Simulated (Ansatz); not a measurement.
# Lu3Si (I4/mmm) in Ansatz: reference runs

Reference runs on Lu3Si: the cell as given and a disturbed copy, then over a range of volumes.

Everything below comes from runs of Ansatz 0.2.0. Logs are shortened: lines on timing, memory, paths and dates and some standing lists are left out, and cuts for length are marked.

## 1. Starting point

It takes space group I4/mmm (No. 139, tetragonal). The conventional cell has a = 4.389 Å, b = 4.389 Å, c = 9.915 Å, α = 90.00°, β = 90.00°, γ = 90.00°. Around Lu (site symmetry 4/mmm) lie 4 Si at 3.10 Å and 8 Lu at 3.31 Å. Lu (site symmetry -4m2) has 8 Lu at 3.10 to 3.31 Å and 4 Si at 3.31 Å as nearest neighbours. Si (site symmetry 4/mmm) is surrounded by 12 Lu at 3.10 to 3.31 Å.

The cell comes from a database or a generator and needn't be the stable form of this composition.

## 2. Single point, PBE

File input.yaml:

```yaml
crystal:
  lattice:
    - [-2.194567, 2.194567, 4.957723]
    - [2.194567, -2.194567, 4.957723]
    - [2.194567, 2.194567, -4.957723]
  atoms:
    - { symbol: Lu, position: [0.5, 0.5, 0.0] }
    - { symbol: Lu, position: [0.25, 0.75, 0.5] }
    - { symbol: Lu, position: [0.75, 0.25, 0.5] }
    - { symbol: Si, position: [0.0, 0.0, 0.0] }
hamiltonian:
  xc: pbe
  pseudopotentials: { kind: paw }
kpoints:
  mp_grid: { grid: [9, 9, 9] }
scf:
  occupations: { method: fermi_dirac, width: 0.05 }
output:
  forces: true
  stress: true
  eigenvalues: true
  write_density: true
  write_potential: true
  elf: true
  volumetric_format: npy
```

Potentials or basis: Ansatz PAW.

The run is started by

```console
$ ansatz run input.yaml --threads 2 --pin off --max-ram 5120MiB --backend cpu --events-out ev --progress --plain --runs-dir out
```

Output:

```text
Warning: RAYON_NUM_THREADS=2 ignored (pool sized by the plan → 2); use --threads N
Engine: ansatz 0.2.0, aarch64-unknown-linux-gnu
Pseudopotentials: kind: paw
Pseudopotential: Lu, paw, valence charge 25, recommended cutoff 420 eV (normal), Lu.paw.azcp
Pseudopotential: Si, paw, valence charge 4, recommended cutoff 420 eV (normal), Si.paw.azcp
Functional definition: PBE
  parameter kappa = 0.804
  parameter beta = 0.06672455060314922
  exchange = pbe_x(kappa = kappa, mu = beta*pi^2/3)
  correlation = pbe_c(beta = beta)
Crystal: 4 atoms, lattice volume = 95.508 Å³
Basis set: ecut = 420 eV, 1889 PW (Γ), exchange–correlation on 80×80×80 points (8 copies of the dense FFT grid, shifted against one another)
Bands: 48, of which v1, the nominal top of the filled ones, is band 40 counted from 1 (39 counted from 0)
Symmetry: 16 space group operations
Space group: I4/mmm (ITA 139), of the structure as read, at distance tolerance 4.6e-5 Å
k-points: 75 of 729
Non-local potential: Lu, projectors of the file, l = 0: 3, l = 1: 2, l = 2: 2, l = 3: 3
Non-local potential: Si, projectors of the file, l = 0: 2, l = 1: 2, l = 2: 2
PAW form: soft (Blöchl's): semilocal exchange-correlation on the pseudo side does not see the compensation charge
PAW one-centre angular grid: Lu, 590 points (default); XC on 64 Gauss nodes
PAW one-centre angular grid: Si, 110 points (default); XC on 64 Gauss nodes
Initial density: superposition of atomic densities (neutral atoms: chi_scale 0, normalization atom), corrected by the library's trained network
Initial wavefunctions: pseudopotential atomic-orbital guess
Functional: x = pbe(κ = 0.804, μ = 0.2195149727645171), c = pbe(β = 0.06672455060314922)
SCF iter   1: F=—  HF=-44833.987119 eV  |F-HF|=—  |Δ(HF+E_count)|=         —  Δρ=3.61e-3  dr2=3.11e-2  ethr=1.77e-3  ⟨swp⟩=7.3  Hψ=15797  notcnv=0  defer=8
preconditioner: auto → Kerker (q_TF=auto, 2.643 Å⁻¹)  [metal: Δε(μ)=0.021 eV  Ē_g=12.216 eV  σ=0.050 eV  W_gap=0.11  n_scr=32 (ndim 8)  ℏωp=32.5 eV  f_vac=0.000  D(μ)=3.03/eV (n_scr^D=30)]
SCF iter   2: F=—  HF=-44833.975489 eV  |F-HF|=—  |Δ(HF+E_count)|=   1.16e-2  Δρ=2.29e-3  dr2=1.25e-2  ethr=3.94e-5  ⟨swp⟩=3.0  Hψ=8917  notcnv=0  defer=87
SCF iter   3: F=—  HF=-44833.977054 eV  |F-HF|=—  |Δ(HF+E_count)|=   1.56e-3  Δρ=1.88e-3  dr2=2.96e-3  ethr=1.58e-5  ⟨swp⟩=3.0  Hψ=8442  notcnv=0  defer=87
SCF iter   4: F=—  HF=-44833.972903 eV  |F-HF|=—  |Δ(HF+E_count)|=   4.15e-3  Δρ=5.39e-4  dr2=3.02e-4  ethr=3.74e-6  ⟨swp⟩=3.1  Hψ=9432  notcnv=0  defer=105
SCF iter   5: F=—  HF=-44833.972925 eV  |F-HF|=—  |Δ(HF+E_count)|=   2.24e-5  Δρ=2.19e-4  dr2=7.49e-5  ethr=3.83e-7  ⟨swp⟩=2.2  Hψ=6452  notcnv=0  defer=105
SCF iter   6: F=—  HF=-44833.973021 eV  |F-HF|=—  |Δ(HF+E_count)|=   9.51e-5  Δρ=3.32e-4  dr2=7.81e-5  ethr=9.48e-8  ⟨swp⟩=3.6  Hψ=10180  notcnv=0  defer=105
SCF iter   7: F=—  HF=-44833.972888 eV  |F-HF|=—  |Δ(HF+E_count)|=   1.33e-4  Δρ=8.60e-5  dr2=4.71e-6  ethr=9.48e-8  ⟨swp⟩=3.0  Hψ=8214  notcnv=0  defer=105
SCF iter   8: F=—  HF=-44833.972889 eV  |F-HF|=—  |Δ(HF+E_count)|=   7.12e-7  Δρ=2.36e-5  dr2=6.24e-7  ethr=5.96e-9  ⟨swp⟩=3.3  Hψ=7900  notcnv=0  defer=105
SCF iter   9: F=-44833.972888 eV  HF=-44833.972888 eV  |F-HF|=3.00e-8  |Δ(HF+E_count)|=   3.28e-7  Δρ=5.68e-6  dr2=2.46e-8  ethr=1.27e-10  ⟨swp⟩=18.9  Hψ=43214  notcnv=0
SCF 1 converged in 9 iterations: F = -44833.972888 eV  dr2 = 2.46e-8
SCF converged after 9 iterations
Free energy (F): -44833.972888 eV
Harris-Foulkes:  -44833.972888 eV  (|F-HF|=3.00e-8)
Internal energy: -44833.947077 eV  (E = F + TS)
E sigma→0 (E₀):  -44833.959983 eV
Entropy (-TS):   -0.025811 eV (-6.453 meV/atom)
Fermi energy:    14.202529 eV
--- Per-component energies (eV) ---
  E_band       = 60.905228
  E_kinetic    = 1298.726283
  E_local      = -20983.284918  (includes V_loc(G=0)·N_el)
  E_nonlocal   = 1753.581431
  E_hartree    = 8881.074720
  E_xc         = -710.954367
  E_vxc        = -823.355675  (∫ρ·V_xc dr)
  E_paw        = -22635.782851  (= ΣΔE_a)
  E_vpaw       = 1053.089309  (= ΣTr[D̂ρ^β])
  E_aug_tail   = 0.000112  (compensation charges beyond the density's cutoff)
  E_ewald      = -12437.307487
  E_smearing   = -0.025811  (= −TS)
  E_closure    = -0.000000  (closes the sum)
  Σ components = -44833.972888   (vs F -44833.972888, Δ=0.00e0)
--- Forces (eV/Å), atoms counted from 1 ---
  atom   1  Lu     0.00000000     0.00000000     0.00000000
  atom   2  Lu    -0.00000000    -0.00000000     0.00000000
  atom   3  Lu     0.00000000     0.00000000     0.00000000
  atom   4  Si    -0.00000000     0.00000000     0.00000000
  max |Σ_I F_I| component: 7.57e-29 eV/Å
--- Stress (GPa, compression-positive) ---
       -0.775814       0.000000       0.000000
        0.000000      -0.775814      -0.000000
        0.000000      -0.000000      -0.483864
  P = ⅓ Tr σ = -0.6785 GPa (-6.785 kbar)
--- Band table (eV; the first three rows and the last of 75) ---
  k-point 0: bands = ["-41.9586", "-41.8744", "-41.8242", "-12.9423", "-12.9423", "-12.9031", "-12.5711", "-12.5711", "-12.5423", "-12.3025", "-12.3025", "-12.2978", "5.5996", "9.2107", "9.2227", "9.2310", "9.2310", "9.2446", "9.2603", "9.2603", "9.2970", "9.2970", "9.2981", "9.2981", "9.3003", "9.3143", "9.3338", "9.3671", "9.3671", "9.3675", "9.3676", "9.3867", "9.3877", "9.3877", "10.8897", "11.7940", "12.9068", "12.9068", "13.7813", "14.0041", "14.3341", "15.0871", "15.6445", "15.6445", "17.3045", "17.3507", "18.3001", "18.3001"]
  k-point 1: bands = ["-41.9535", "-41.8790", "-41.8245", "-12.9770", "-12.8664", "-12.8630", "-12.6334", "-12.5801", "-12.4896", "-12.3847", "-12.3049", "-12.2966", "5.8028", "9.2157", "9.2254", "9.2271", "9.2387", "9.2491", "9.2514", "9.2679", "9.2835", "9.2886", "9.2988", "9.3001", "9.3010", "9.3058", "9.3254", "9.3642", "9.3674", "9.3728", "9.3730", "9.3846", "9.3865", "9.3877", "11.0180", "11.8911", "12.2237", "12.7332", "13.9857", "13.9892", "14.7472", "14.9817", "15.7254", "15.8773", "16.9905", "17.7382", "18.1029", "18.4611"]
  k-point 2: bands = ["-41.9405", "-41.8906", "-41.8255", "-13.0293", "-12.7915", "-12.7086", "-12.6701", "-12.6613", "-12.5281", "-12.4372", "-12.3284", "-12.2830", "6.3231", "9.2136", "9.2267", "9.2270", "9.2383", "9.2557", "9.2594", "9.2716", "9.2742", "9.2750", "9.2912", "9.2993", "9.3063", "9.3066", "9.3208", "9.3591", "9.3695", "9.3744", "9.3770", "9.3815", "9.3871", "9.3902", "10.5869", "12.0752", "12.3500", "12.4923", "13.8254", "14.1168", "14.1540", "15.6625", "15.6695", "16.4973", "17.0061", "17.5485", "18.1892", "18.2150"]
  k-point 74: bands = ["-41.9515", "-41.8768", "-41.8290", "-12.9665", "-12.9654", "-12.7195", "-12.5459", "-12.5211", "-12.5039", "-12.4970", "-12.3457", "-12.3309", "6.4755", "9.1450", "9.2223", "9.2299", "9.2309", "9.2446", "9.2618", "9.2634", "9.2778", "9.2856", "9.2891", "9.3142", "9.3153", "9.3171", "9.3292", "9.3328", "9.3593", "9.3593", "9.3673", "9.3683", "9.3815", "9.3818", "9.3823", "11.7197", "12.6343", "13.5895", "13.7259", "13.7786", "14.2752", "14.2758", "15.0565", "16.7389", "17.1366", "17.9637", "18.3140", "18.6682"]
```

Wall time 20 s (2 threads of Arm Neoverse V2, shared host); peak memory 0.54 GiB.

Results:

| Property | Result |
| --- | --- |
| Free energy | -44833.9729 eV |
| Pressure | -0.7 GPa |
| Band gap on the k mesh | none (metal or under the smearing width) |

Stress tensor (GPa, compression positive):
```
-0.78  0.00  0.00
 0.00 -0.78  0.00
 0.00  0.00 -0.48
```

Levels at points of the mesh, in eV from the Fermi level:
```csv
k point,band 36,band 37,band 38,band 39,band 40,band 41,band 42,band 43
"(0.00, 0.00, 0.00)",-2.41,-1.30,-1.30,-0.42,-0.20,0.13,0.88,1.44
```

## 3. Single point, PBE (atoms moved at random, drawn with an rms of 0.05 Å)

File input.yaml:

```yaml
crystal:
  lattice:
    - [-2.194567, 2.194567, 4.957723]
    - [2.194567, -2.194567, 4.957723]
    - [2.194567, 2.194567, -4.957723]
  atoms:
    - { symbol: Lu, position: [0.507189, 0.497109, 0.003872] }
    - { symbol: Lu, position: [0.249124, 0.758058, 0.50443] }
    - { symbol: Lu, position: [0.762837, 0.254434, 0.520195] }
    - { symbol: Si, position: [-0.00507, 0.001772, 0.003605] }
hamiltonian:
  xc: pbe
  pseudopotentials: { kind: paw }
kpoints:
  mp_grid: { grid: [9, 9, 9] }
scf:
  occupations: { method: fermi_dirac, width: 0.05 }
output:
  forces: true
  stress: true
  eigenvalues: true
```

Potentials or basis: Ansatz PAW.

The run is started by

```console
$ ansatz run input.yaml --threads 2 --pin off --max-ram 5120MiB --backend cpu --events-out ev --progress --plain --runs-dir out
```

Output:

```text
Warning: RAYON_NUM_THREADS=2 ignored (pool sized by the plan → 2); use --threads N
Engine: ansatz 0.2.0, aarch64-unknown-linux-gnu
Pseudopotentials: kind: paw
Pseudopotential: Lu, paw, valence charge 25, recommended cutoff 420 eV (normal), Lu.paw.azcp
Pseudopotential: Si, paw, valence charge 4, recommended cutoff 420 eV (normal), Si.paw.azcp
Functional definition: PBE
  parameter kappa = 0.804
  parameter beta = 0.06672455060314922
  exchange = pbe_x(kappa = kappa, mu = beta*pi^2/3)
  correlation = pbe_c(beta = beta)
[... 44 lines left out ...]
  E_ewald      = -12434.277953
  E_smearing   = -0.025881  (= −TS)
  E_closure    = -0.000000  (closes the sum)
  Σ components = -44833.948906   (vs F -44833.948906, Δ=0.00e0)
--- Forces (eV/Å), atoms counted from 1 ---
  atom   1  Lu     0.17772149    -0.07702720    -0.08032270
  atom   2  Lu    -0.08212195     0.45722555    -0.00572851
  atom   3  Lu    -0.03783095    -0.48081896     0.01909431
  atom   4  Si    -0.05776634     0.10061760     0.06695783
  max |Σ_I F_I| component: 3.01e-6 eV/Å
--- Stress (GPa, compression-positive) ---
       -0.383795      -0.037371       0.032327
       -0.037371      -0.976026       0.647719
        0.032327       0.647719      -0.464463
  P = ⅓ Tr σ = -0.6081 GPa (-6.081 kbar)
--- Band table (eV; the first three rows and the last of 365) ---
  k-point 0: bands = ["-41.9617", "-41.8760", "-41.8246", "-12.9540", "-12.9449", "-12.9048", "-12.5826", "-12.5656", "-12.5384", "-12.3165", "-12.3000", "-12.2878", "5.5981", "9.2077", "9.2197", "9.2278", "9.2280", "9.2418", "9.2562", "9.2583", "9.2941", "9.2942", "9.2960", "9.2961", "9.2984", "9.3118", "9.3311", "9.3653", "9.3659", "9.3667", "9.3682", "9.3855", "9.3861", "9.3877", "10.8899", "11.7921", "12.8950", "12.9072", "13.7885", "14.0036", "14.3387", "15.0741", "15.6338", "15.6632", "17.2888", "17.3528", "18.2691", "18.3225"]
  k-point 1: bands = ["-41.9567", "-41.8806", "-41.8249", "-12.9842", "-12.8753", "-12.8647", "-12.6362", "-12.5792", "-12.4896", "-12.3853", "-12.3091", "-12.2917", "5.8010", "9.2125", "9.2219", "9.2241", "9.2351", "9.2463", "9.2486", "9.2649", "9.2810", "9.2866", "9.2961", "9.2979", "9.2988", "9.3038", "9.3228", "9.3633", "9.3662", "9.3720", "9.3727", "9.3835", "9.3857", "9.3871", "11.0175", "11.8846", "12.2242", "12.7337", "13.9612", "14.0174", "14.7459", "14.9781", "15.7077", "15.8930", "16.9873", "17.7406", "18.0550", "18.4320"]
  k-point 2: bands = ["-41.9437", "-41.8923", "-41.8259", "-13.0364", "-12.7958", "-12.7181", "-12.7048", "-12.6271", "-12.5264", "-12.4371", "-12.3292", "-12.2822", "6.3208", "9.2095", "9.2233", "9.2234", "9.2357", "9.2523", "9.2565", "9.2669", "9.2724", "9.2748", "9.2888", "9.2972", "9.3030", "9.3055", "9.3182", "9.3584", "9.3682", "9.3741", "9.3760", "9.3807", "9.3865", "9.3894", "10.5859", "12.0671", "12.3555", "12.4915", "13.8250", "14.0814", "14.1918", "15.6008", "15.7262", "16.4863", "17.0079", "17.5480", "18.1429", "18.2102"]
  k-point 364: bands = ["-41.9344", "-41.9000", "-41.8272", "-13.0310", "-12.8216", "-12.7420", "-12.7101", "-12.5511", "-12.5337", "-12.4286", "-12.3600", "-12.2997", "6.7194", "9.2007", "9.2124", "9.2306", "9.2458", "9.2564", "9.2596", "9.2668", "9.2724", "9.2797", "9.2921", "9.2953", "9.3076", "9.3091", "9.3160", "9.3612", "9.3678", "9.3708", "9.3763", "9.3797", "9.3858", "9.3906", "10.3061", "11.6997", "12.0351", "13.1071", "13.5468", "13.8444", "14.5798", "15.5400", "15.9786", "16.4810", "17.3040", "17.4827", "17.7719", "18.5409"]
```

Run time: 2.2 min. Hardware: 2 threads of Arm Neoverse V2, shared host; peak memory 1.2 GiB.

Results:

| Property | Result |
| --- | --- |
| Free energy | -44833.9489 eV |
| Pressure | -0.6 GPa |
| Largest force | 0.483 eV/Å |
| Band gap on the k mesh | none (metal or under the smearing width) |

Forces in eV/Å, atoms in the order of the input:
```
Lu   0.178 -0.077 -0.080
Lu  -0.082  0.457 -0.006
Lu  -0.038 -0.481  0.019
Si  -0.058  0.101  0.067
```

(Continued in part 2 of 2.)
